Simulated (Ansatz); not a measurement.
# H₂Se (singlet): wB97M-V, B2PLYP over a scan of the distance Se1–H3, 6-31G

How well do these functionals follow the top wave-function level for H₂Se (singlet) over a scan of the distance Se1–H3?

Method: 6-31G, all electrons in the functionals, frozen cores in the correlation of double hybrids and RPA; program: Ansatz 0.2.0, Gaussian basis.

The runs, in order: wB97M-V, B2PLYP, at 1.146 Å; 1.349 Å; 1.467 Å; 1.618 Å; 1.758 Å; 1.976 Å; 2.305 Å; 2.647 Å; 3.229 Å; 3.992 Å; 4.888 Å.

17 further runs of the same task are left out: 16 that didn't finish, 1 set aside as unsound or not needed. Runs told in other sessions of the task aren't counted.

## Step 1: What is computed

The geometry derives from a PBE0/def2-TZVP stationary point (not a proven minimum). One bond is set to the value named and the two fragments are kept rigid. No spin-orbit coupling is included. The filled d shell of Se may be among the frozen orbitals whatever the setting's name suggests.

3 atoms, charge 0, spin multiplicity 1.

Atoms are counted from 1 here; the program's logs count them from 0.

Bond lengths: Se1–H2 1.467 Å, Se1–H3 1.467 Å. Angles: H2–Se1–H3 91.2°.

No dispersion term is added; wB97M-V holds VV10 nonlocal correlation.

The geometry shown and the zero of energy belong to the point 1.467 Å. The yardstick, FCI, and other wave-function levels (R restricted, U unrestricted, valence and pair active spaces) come from earlier runs.

## Step 2: wB97M-V, 1.146 Å

Contents of in.yaml:

```yaml
crystal:
  periodic: [false, false, false]
  atoms:
    - {symbol: Se, position_ang: [0.000000, -0.022760, 0.002853]}
    - {symbol: H, position_ang: [0.000000, 1.003738, -1.044937]}
    - {symbol: H, position_ang: [0.000000, 0.779220, 0.821476]}
basis:
  gaussian: {orbitals: 6-31G}
hamiltonian: {xc: {name: wB97M-V}}
output: {forces: true, orbitals: {seedname: orbitals}}
```

The run is started by

```console
$ ansatz run in.yaml --threads 1 --pin off --events-out ev --progress --plain --max-ram 2393MiB
```

After this run come: wB97M-V, 1.349 Å; wB97M-V, 1.467 Å; wB97M-V, 1.618 Å; wB97M-V, 1.758 Å; wB97M-V, 1.976 Å; wB97M-V, 2.305 Å; wB97M-V, 2.647 Å; wB97M-V, 3.229 Å; wB97M-V, 3.992 Å; wB97M-V, 4.888 Å; B2PLYP, 1.146 Å; B2PLYP, 1.349 Å; B2PLYP, 1.467 Å; B2PLYP, 1.618 Å; B2PLYP, 1.758 Å; B2PLYP, 1.976 Å; B2PLYP, 2.305 Å; B2PLYP, 2.647 Å; B2PLYP, 3.229 Å; B2PLYP, 3.992 Å; B2PLYP, 4.888 Å.

Q: Predict the results of all the runs planned. Wanted: span of the FCI curve; largest miss, wB97M-V; largest miss, B2PLYP.

The runs gave:

| quantity | value |
| --- | --- |
| span of the FCI curve | 279.0 kJ/mol |
| largest miss, wB97M-V | +61.8 kJ/mol (2.647 Å) |
| largest miss, B2PLYP | +48.7 kJ/mol (2.305 Å) |

In words: Of the functionals, B2PLYP keep the smallest largest miss at the points compared (at most 48.7 kJ/mol) and wB97M-V strays most (61.8 kJ/mol, at 2.647 Å). wB97M-V, B2PLYP clearly break the spin symmetry at some points (⟨S²⟩ up to 1.00 above the pure value), so energy there is bought with a mixed spin. Functionals and the yardstick converge differently with the basis, so part of each miss in 6-31G is the basis.
